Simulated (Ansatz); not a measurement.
# BGeH₅O: up Jacob's ladder to CCSD(T)

An exercise on one series of results from a longer session: the logs are not shown, and one member is left open.

The runs use Ansatz 0.2.0, Gaussian basis; functionals in def2-TZVPP, the program's frozen cores in correlated methods.

The runs, in order: LDA (SPW92), PBE-D4, revPBE-D4, BLYP-D4, r2SCAN-D4, B97M-V, PBE0-D4, B3LYP-D4, r2SCANh-D4, r2SCAN0-D4, HSE06-D4, BHLYP-D4, CAM-B3LYP-D4, LC-ωPBE, ωB97X-V, ωB97M-V, B2PLYP, PBE-QIDH; CCSD(T)/def2-SVP; CCSD(T)/def2-TZVPP; MP2/def2-QZVPP; extrapolation to the limit; RPA on PBE.

### The relaxed structure

The geometry comes from an earlier relaxation with PBE0-D4 in a triple-zeta def2 set; it is a stationary point, not always the lowest conformer.

SMILES `B[O][GeH3]`, 8 atoms, charge 0, spin multiplicity 1.

Atoms are counted from 1 here; the program's logs count them from 0.

Bond lengths: B1–O2 1.341 Å, B1–H4 1.208 Å, B1–H5 1.201 Å, O2–Ge3 1.798 Å, Ge3–H6 1.533 Å, Ge3–H7 1.533 Å, Ge3–H8 1.535 Å. Angles: O2–B1–H4 120.9°, O2–B1–H5 117.8°, H4–B1–H5 121.3°, B1–O2–Ge3 126.3°, O2–Ge3–H6 105.9°, O2–Ge3–H7 105.9°, O2–Ge3–H8 108.2°, H6–Ge3–H7 111.6°, H6–Ge3–H8 112.3°, H7–Ge3–H8 112.3°.

Set-up of the first run:

The input, in.yaml:

```yaml
crystal:
  periodic: [false, false, false]
  atoms:
    - {symbol: B, position_ang: [-0.691845, 0.952389, -1.037789]}
    - {symbol: O, position_ang: [0.381893, 0.712563, -0.271604]}
    - {symbol: Ge, position_ang: [0.625500, -0.707864, 0.802713]}
    - {symbol: H, position_ang: [-1.623152, 0.183840, -1.057126]}
    - {symbol: H, position_ang: [-0.695257, 1.953572, -1.701358]}
    - {symbol: H, position_ang: [0.819265, -0.140332, 2.213202]}
    - {symbol: H, position_ang: [1.892096, -1.406666, 0.296165]}
    - {symbol: H, position_ang: [-0.616301, -1.604603, 0.699995]}
basis:
  gaussian: {orbitals: def2-TZVPP}
hamiltonian: {xc: lda}
output: {orbitals: {seedname: orbitals}}
```

Command:

```sh
ansatz run in.yaml --threads 2 --pin off --events-out ev --progress --plain --max-ram 4352MiB
```

Among the steps run: LDA; PBE-D4 (GGA); revPBE-D4 (GGA); BLYP-D4 (GGA); r2SCAN-D4 (meta-GGA); B97M-V (meta-GGA); B3LYP-D4 (hybrid); r2SCANh-D4 (hybrid); r2SCAN0-D4 (hybrid); HSE06-D4 (hybrid); BHLYP-D4 (hybrid); CAM-B3LYP-D4 (range-separated); LC-ωPBE (range-separated); ωB97X-V (range-separated); ωB97M-V (range-separated); B2PLYP (double hybrid); PBE-QIDH (double hybrid).

One table of the session follows, with a row left open; its other results are not shown here.

```
  functional  HOMO (eV)  gap (eV)
 LDA (SPW92)      -6.78      5.18
      PBE-D4      -6.73      5.39
   revPBE-D4      -6.69      5.46
     BLYP-D4      -6.67      5.45
   r2SCAN-D4      -7.03      6.11
      B97M-V      -7.17      6.07
     PBE0-D4      -8.15      7.83
    B3LYP-D4          ?         ?
  r2SCANh-D4      -7.56      6.99
  r2SCAN0-D4      -8.36      8.30
    HSE06-D4      -7.75      7.05
    BHLYP-D4      -9.56     10.21
CAM-B3LYP-D4      -9.61     10.33
     LC-ωPBE     -10.94     12.90
     ωB97X-V     -10.62     12.45
     ωB97M-V     -10.49     12.02
```

Estimate the missing values for B3LYP-D4.

Worked estimate for «HOMO (eV)». Against the share of exact exchange, BLYP-D4 (0, -6.67), BHLYP-D4 (0.5, -9.56) give a slope of -5.78 per unit share; at 0.2 the line stands at -7.83.

**Answer.** HOMO (eV): -7.96; gap (eV): 7.39. In «HOMO (eV)» the line misses by +0.13.
